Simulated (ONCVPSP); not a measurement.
**An ONCV potential for germanium, from input to tests**

Task: generate the file, and judge it by its errors in other configurations, its logarithmic derivatives, its ghosts and its cutoff.

Program: ONCVPSP 4.0.1.1 (patched build). Reference atom: LDA (Perdew-Wang 92), scalar-relativistic, spherical and spin-unpolarised. All values are calculated.

## (1) Starting point

Typed settings, in words:

| Quantity | Value |
| --- | --- |
| element | germanium (Ge, Z = 32) |
| type | optimised norm-conserving Vanderbilt (ONCV) |
| frozen core | [Ne] |
| valence charge | 22 |
| reference configuration | 3s2 3p6 3d10 4s2 4p2 |
| partial waves | 3s+4s: rc 1.10 bohr, ncon 4, nbas 7, qcut 13 1/bohr, 2 projectors; 3p+4p: rc 1.10 bohr, ncon 4, nbas 8, qcut 13 1/bohr, 2 projectors; 3d: rc 0.60 bohr, ncon 3, nbas 7, qcut 16.9 1/bohr, 2 projectors, debl 1.6 Ha |
| local potential | polynomial inside 0.55 bohr (lpopt 5, dvloc0 0 Ha) |
| core correction | polynomial model core, fcfact 0.2 |

The outer shells as boxes (Hund's rule for the drawing; the calculation is spin-unpolarised):

```
[Ne] core
3s [↑↓]
3p [↑↓][↑↓][↑↓]
3d [↑↓][↑↓][↑↓][↑↓][↑↓]
4s [↑↓]
4p [↑ ][↑ ][  ]
```

An earlier all-electron run gives the scale for the radii.

All-electron outer shells of the reference configuration (LDA (PZ), scalar-relativistic, ld1.x):

| shell | level (eV) | outermost node (bohr) | outermost maximum (bohr) |
| --- | --- | --- | --- |
| 2s | -1369.45 | 0.06 | 0.18 |
| 2p | -1198.06 | – | 0.14 |
| 3s | -167.73 | 0.26 | 0.54 |
| 3p | -115.38 | 0.23 | 0.54 |
| 3d | -29.55 | – | 0.50 |
| 4s | -11.95 | 0.77 | 1.73 |
| 4p | -4.05 | 0.82 | 2.19 |

## (2) Generating the potential

Input file Ge.dat:

```
# ATOM AND REFERENCE CONFIGURATION
# atsym  z   nc   nv     iexc    psfile
  Ge 32.00    3    5  -001012      upf
#
#   n    l    f
    1    0    2.00
    2    0    2.00
    2    1    6.00
    3    0    2.00
    3    1    6.00
    3    2   10.00
    4    0    2.00
    4    1    2.00
#
# PSEUDOPOTENTIAL AND OPTIMIZATION
# lmax
    2
#
#   l,   rc,      ep,       ncon, nbas, qcut
    0    1.10    0.00    4    7   13.00
    1    1.10    0.00    4    8   13.00
    2    0.60    0.00    3    7   16.90
#
# LOCAL POTENTIAL
# lloc, lpopt,  rc(5),   dvloc0
    4    5    0.55    0.00
#
# VANDERBILT-KLEINMAN-BYLANDER PROJECTORs
# l, nproj, debl
    0    2    1.20
    1    2    2.30
    2    2    1.60
#
# MODEL CORE CHARGE
# icmod, fcfact, rcfact
    1    0.20    0.00
#
# LOG DERIVATIVE ANALYSIS
# epsh1, epsh2, depsh
   -8.00    5.00    0.04
#
# OUTPUT GRID
# rlmax, drl
    6.00    0.01
#
# TEST CONFIGURATIONS
# ncnf
    4
# nvcnf
#   n    l    f
    5
    3    0    2.00
    3    1    6.00
    3    2   10.00
    4    0    2.00
    4    1    1.00
#
    5
    3    0    2.00
    3    1    6.00
    3    2   10.00
    4    0    2.00
    4    1    0.00
#
    5
    3    0    2.00
    3    1    6.00
    3    2   10.00
    4    0    1.00
    4    1    0.00
#
    5
    3    0    2.00
    3    1    6.00
    3    2    9.00
    4    0    2.00
    4    1    2.00
#
```

Started as:

```console
$ oncvpsp.x < Ge.dat > Ge.out
```

What does the calculation give? Wanted: cutoffs for 1 and 0.1 mHa per electron, occupied waves; bound ghosts; GHOST(+) flags; largest miss of a reference level; largest test error; largest phase difference near zero energy, channels read; rms error of d²Exc/dn², without and with the model core.

**Answer**, as computed:

```
                                                quantity                              value
  cutoffs for 1 and 0.1 mHa per electron, occupied waves                  493 Ha and 900 Ha
                                            bound ghosts                         none found
                                          GHOST(+) flags                        s at 498 eV
                       largest miss of a reference level                        15 meV (3d)
                            largest test error (AE − PS)  -7.8 meV, for 3s2 3p6 3d9 4s2 4p2
largest phase difference near zero energy, channels read                          0.000 rad
 rms error of d²Exc/dn², without and with the model core                  2.50 and 1.11 mHa
```

The worst unpolarised test, 3s2 3p6 3d9 4s2 4p2, is off by 7.8 meV on 39.0 eV; by total energies transferability rates as good. By its cutoff, 493 Ha for the looser tolerance, it is very hard. At the looser tolerance the 3d wave is the slowest; 3p needs 58 Ha. The program's ghost test flags no bound state. Near zero energy the phases of the channels with partial waves agree within 0.001 rad. The program also flags highly localised states, GHOST(+) (s). These are tests on the free atom; a crystal test is still owed.
